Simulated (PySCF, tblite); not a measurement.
# C₄H₁₄O₂Si₃: geometry, infrared bands and NMR shifts

What infrared bands and NMR shifts should C₄H₁₄O₂Si₃ (`COC[Si]([SiH3])([SiH3])C(C)=O`) show?

Computed with tblite 0.8.0 and PySCF 2.14.0, with density-fitted response routines of our own, on a single molecule in the gas phase. Atoms are numbered from 0 throughout.

### Step 1. Starting geometry

23 atoms, charge 0, multiplicity 1; geometry from: force field or distance geometry start.

Bonds of the start (Å): C0–O1 1.42, O1–C2 1.38, C2–Si3 1.89, Si3–Si4 2.27, Si3–Si5 2.22, Si3–C6 1.84, C6–C7 1.51, C6–O8 1.21, C0–H9 1.11, C0–H10 1.12, C0–H11 1.10, C2–H12 1.08, C2–H13 1.12, Si4–H14 1.49, Si4–H15 1.46, Si4–H16 1.46, Si5–H17 1.48, Si5–H18 1.47, Si5–H19 1.46, C7–H20 1.10, C7–H21 1.12, C7–H22 1.12.

### Step 2. Optimising the geometry with GFN2-xTB

What the job is given:

```
{"job": {"kind": "relax", "xc": "GFN2-xTB", "basis": "xTB"}, "charge": 0, "multiplicity": 1}
C      3.208100    -0.168300    -1.015300
O      1.791100    -0.123400    -1.135100
C      1.289900    -0.395600     0.120600
Si    -0.599600    -0.370800     0.129000
Si    -1.151000    -0.110400     2.315300
Si    -1.465600    -2.224300    -0.740300
C     -1.215100     1.061500    -0.845700
C     -1.379800     2.392300    -0.151700
O     -1.467500     0.896800    -2.022600
H      3.471000     0.611400    -0.274400
H      3.588500     0.125700    -2.022500
H      3.527800    -1.180700    -0.721600
H      1.636600    -1.294600     0.608300
H      1.588300     0.472200     0.766900
H     -0.446500     1.142800     2.715800
H     -2.583800     0.066400     2.503100
H     -0.614500    -1.192800     3.137100
H     -0.415300    -3.196100    -1.100600
H     -2.490300    -2.848600     0.101600
H     -2.105800    -1.869100    -2.007800
H     -1.944600     2.306800     0.793400
H     -1.878400     3.107200    -0.852300
H     -0.348100     2.818600    -0.018300
```

Command:

```
> OMP_NUM_THREADS=1 python probes_run.py task.json out
```

The driver reads the jobs from task.json and runs them one after another.

**Question.** This job is followed by: GFN2-xTB harmonic vibrations, gas phase; GIAO PBE0/pcSseg-1 NMR shielding, non-relativistic, gas phase. What will the session give for the following? strongest single infrared mode (GFN2-xTB); zero-point energy (GFN2-xTB); 13C shifts against TMS (PBE0/pcSseg-1); 1H shifts against TMS (PBE0/pcSseg-1, means over atoms taken as alike); 17O shifts against H2O (PBE0/pcSseg-1); 29Si shifts against TMS (PBE0/pcSseg-1, means over atoms taken as alike).

As calculated:

| quantity | value |
| --- | --- |
| strongest single infrared mode (GFN2-xTB) | 746 cm⁻¹, 1098 km/mol |
| zero-point energy (GFN2-xTB) | 101.4 kcal/mol |
| 13C shifts against TMS (PBE0/pcSseg-1) | 250.6, 67.4, 65.1, 40.4 ppm |
| 1H shifts against TMS (PBE0/pcSseg-1, means over atoms taken as alike) | 3.63, 3.47, 3.45, 2.67 ppm |
| 17O shifts against H2O (PBE0/pcSseg-1) | 862.3, 20.4 ppm |
| 29Si shifts against TMS (PBE0/pcSseg-1, means over atoms taken as alike) | -60.8, -112.0 ppm |

**Reading.** The optimisation took 208 steps and gained 0.877 eV; among the close pairs (by a distance rule), Si3–Si5 changed most, from 2.223 to 2.339 Å. All 63 modes are real, so the xTB geometry is a minimum. The strongest single mode, at 746 cm⁻¹, has its largest shares on H17, H18, H19 and H15 (the list is cut at 4 atoms). GFN2-xTB is a fitted tight-binding method: band positions and strengths are rough. Its intensities can rank the bands wrongly. The most deshielded hydrogen is H9, H10, H11 (mean) (hydrogen on a methyl carbon bonded to O), at 3.63 ppm: its carbon carries O, which withdraws density. At PBE0/pcSseg-1: The largest span, 1751 ppm, is at O8, where the paramagnetic term is -924 ppm.
